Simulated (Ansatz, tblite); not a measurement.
# InH2(NH2) (InNH4): one state, many levels

One table from this session's results is given with a row withheld; the runs are named, their logs left out.

Computed with Ansatz 0.2.0, Gaussian basis. Level: as each input shows.

Levels to be run: GFN1-xTB, GFN2-xTB, PBE-D4/def2-TZVP, r2SCAN-D4/def2-TZVP, B97M-V/def2-TZVP, r2SCAN0-D4/def2-TZVP, ωB97X-V/def2-TZVP, LDA/def2-TZVP, HSE06-D4/def2-TZVP, B3LYP-D4/def2-TZVP, CAM-B3LYP-D4/def2-TZVP, PBE-D4/def2-SVP, PBE0-D4/def2-SVP, PBE0-D4/def2-TZVPD, PBE-D4/def2-TZVPD, r2SCAN-D4/def2-TZVPD, CCSD(T)/def2-TZVPP, MP2/def2-TZVP, RPA/def2-TZVP, CCSD(T)/def2-TZVPD.

5 further runs of the same task are left out: 5 set aside as unsound or not needed.

**The relaxed structure**

The singlet was relaxed beforehand with B3LYP-D4/def2-TZVP.

6 atoms, charge 0, spin multiplicity 1.

Bond lengths: In1–H2 1.716 Å, In1–H3 1.716 Å, In1–N4 2.022 Å, N4–H5 1.008 Å, N4–H6 1.008 Å. Angles: H2–In1–H3 130.8°, H2–In1–N4 114.6°, H3–In1–N4 114.6°, In1–N4–H5 124.3°, In1–N4–H6 124.3°, H5–N4–H6 111.4°.

In takes a core potential in the def2 sets. No spin-orbit coupling is included.

PBE0-D4/def2-TZVP was run before; its log isn't repeated, and its numbers join the tables.

The first run:

Tight binding, by tblite at 300 K electronic temperature and without a spin-polarisation term:

```python
tblite.interface.Calculator('GFN1-xTB', numbers, positions, charge=0, uhf=0).singlepoint()
```

Tight binding, by tblite at 300 K electronic temperature and without a spin-polarisation term:

```python
tblite.interface.Calculator('GFN2-xTB', numbers, positions, charge=0, uhf=0).singlepoint()
```

start.molden holds the orbitals of an earlier run on this state, given as this run's starting guess.

The input, in.yaml:

```yaml
crystal:
  periodic: [false, false, false]
  atoms:
    - {symbol: In, position_ang: [0.495532, 0.825077, -0.004468]}
    - {symbol: H, position_ang: [2.161875, 0.659454, 0.372604]}
    - {symbol: H, position_ang: [-0.435061, 2.215467, -0.387973]}
    - {symbol: N, position_ang: [-0.545941, -0.908589, 0.005337]}
    - {symbol: H, position_ang: [-1.530630, -0.981076, -0.195246]}
    - {symbol: H, position_ang: [-0.145775, -1.810333, 0.209747]}
basis:
  gaussian: {orbitals: def2-TZVP, initial_orbitals: start.molden}
hamiltonian: {xc: pbe, dispersion: d4}
scf: {omitted_lower_state_checks: [starts]}
output: {orbitals: {seedname: orbitals}}
```

On the command line:

```bash
> ansatz run in.yaml --threads 4 --pin off --events-out ev --progress --plain --max-ram 3916MiB
```

Among the steps run: PBE-D4/def2-TZVP; r2SCAN-D4/def2-TZVP; B97M-V/def2-TZVP; r2SCAN0-D4/def2-TZVP; ωB97X-V/def2-TZVP; LDA/def2-TZVP; HSE06-D4/def2-TZVP; B3LYP-D4/def2-TZVP; CAM-B3LYP-D4/def2-TZVP; PBE-D4/def2-SVP; PBE0-D4/def2-SVP; PBE0-D4/def2-TZVPD; PBE-D4/def2-TZVPD; r2SCAN-D4/def2-TZVPD; CCSD(T)/def2-TZVPP; MP2/def2-TZVP; RPA/def2-TZVP; CCSD(T)/def2-TZVPD.

One of the session's tables, all rows but one given; the rest of the session is left out.

| level | HOMO (eV) | LUMO (eV) | gap (eV) |
| --- | --- | --- | --- |
| LDA/def2-TZVP | -5.82 | -2.02 | 3.80 |
| PBE-D4/def2-SVP | -5.44 | -1.65 | 3.80 |
| PBE-D4/def2-TZVP | -5.62 | -1.79 | 3.83 |
| PBE-D4/def2-TZVPD | -5.69 | -1.86 | 3.83 |
| r2SCAN-D4/def2-TZVP | -5.83 | -1.49 | 4.35 |
| r2SCAN-D4/def2-TZVPD | ? | ? | ? |
| B97M-V/def2-TZVP | -5.91 | -1.81 | 4.11 |
| B3LYP-D4/def2-TZVP | -6.67 | -1.37 | 5.30 |
| PBE0-D4/def2-SVP | -6.71 | -0.95 | 5.76 |
| PBE0-D4/def2-TZVP | -6.88 | -1.09 | 5.79 |
| PBE0-D4/def2-TZVPD | -6.94 | -1.16 | 5.78 |
| r2SCAN0-D4/def2-TZVP | -7.05 | -0.91 | 6.15 |
| HSE06-D4/def2-TZVP | -6.47 | -1.45 | 5.02 |
| CAM-B3LYP-D4/def2-TZVP | -8.31 | -0.33 | 7.98 |
| ωB97X-V/def2-TZVP | -9.32 | 0.62 | 9.94 |

**Question.** Estimate the row for r2SCAN-D4/def2-TZVPD.

**Answer.** HOMO (eV): -5.89; LUMO (eV): -1.54; gap (eV): 4.36. In the column «HOMO (eV)» it lies between B97M-V/def2-TZVP (-5.91) and r2SCAN-D4/def2-TZVP (-5.83).
